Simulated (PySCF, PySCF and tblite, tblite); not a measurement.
**C₄H₈Se: a path driven as ring inversion, and NMR exchange**

One table from this session's results is given with a row withheld; the runs are named, their logs left out.

Programs: PySCF 2.14.0 with density-fitted response routines of our own, and tblite 0.8.0. All values are computed, except where a source is named. Atoms count from 0 throughout.

## The molecule as given

13 atoms, charge 0, multiplicity 1; geometry from: force field or distance geometry start.

Bonds of the start (Å): C0–C1 1.53, C0–C4 1.51, C0–H5 1.11, C0–H6 1.10, C1–C2 1.51, C1–H7 1.10, C1–H8 1.12, C2–H10 1.12, C2–H9 1.12, C2–Se3 1.95, C4–H11 1.10, C4–H12 1.11, Se3–C4 1.95.

Set-up of the first run:

Job settings and geometry (Å):

```
{"job": {"xc": "GFN2-xTB", "basis": "xTB", "kind": "relax"}, "charge": 0, "multiplicity": 1}
C      0.762400    -0.548900     0.448600
C     -0.686000    -0.774900    -0.006600
C     -1.377000     0.563400    -0.039800
Se    -0.106700     1.904700    -0.663500
C      1.318900     0.605000    -0.357200
H      0.761000    -0.279700     1.526700
H      1.363400    -1.460700     0.298400
H     -0.676700    -1.229700    -1.007600
H     -1.195900    -1.471300     0.704800
H     -1.734700     0.847800     0.979200
H     -2.262600     0.526700    -0.729400
H      2.165300     1.080100     0.170800
H      1.664100     0.238000    -1.342100
```

Run with:

```sh
$ OMP_NUM_THREADS=1 python ens_run.py task.json out
```

The driver reads the study from task.json and runs its stages one after another.

Among the steps run: GFN2-xTB relaxation, start minimum; Relaxed scan, ring torsion 4 driven; Nudged elastic band, leg 1; Saddle search, leg 1; DFT refinement, start: PBE0-D3(BJ)/def2-SVP; Shieldings, start: revPBE/pcSseg-1 in water; Shieldings, saddle of leg 1: revPBE/pcSseg-1 in water; Kinetics and line shapes; Single-point energy, saddle of leg 1: revPBE/pcSseg-1 in water; Second level: revPBE/pcSseg-1 + D3(BJ), IEF-PCM water; Shieldings, start: revPBE/pcSseg-1 in chloroform; Single-point energy, saddle of leg 1: revPBE/pcSseg-1 in chloroform; Second level: revPBE/pcSseg-1 + D3(BJ), IEF-PCM chloroform.

One of the session's tables, all rows but one given; the rest of the session is left out.

Barriers by level (kcal/mol; entropies in cal/(mol K)). Zero-point and thermal terms come from xTB in every row. ΔG‡ leaves symmetry out; the rate counts equivalent paths (a factor of 2); effective ΔG‡, where given, is the barrier that would give that rate by Eyring's equation alone:

```
                                       level   ΔE‡  with zero-point   ΔH‡  ΔG‡ (298 K)  k at 298 K (1/s)
                                    GFN2-xTB  3.48             3.36  2.98         3.69           2.4e+10
                        PBE0-D3(BJ)/def2-SVP  3.61             3.49  3.12         3.82             2e+10
     revPBE/pcSseg-1 + D3(BJ), IEF-PCM water     ?                ?     ?            ?                 ?
revPBE/pcSseg-1 + D3(BJ), IEF-PCM chloroform  3.50             3.38  3.00         3.71           2.4e+10
```

**Question.** Estimate the row for revPBE/pcSseg-1 + D3(BJ), IEF-PCM water.

As computed: ΔE‡: 3.52; with zero-point: 3.40; ΔH‡: 3.03; ΔG‡ (298 K): 3.73; k at 298 K (1/s): 2.3e+10. In the column «ΔE‡» it lies between revPBE/pcSseg-1 + D3(BJ), IEF-PCM chloroform (3.50) and PBE0-D3(BJ)/def2-SVP (3.61).
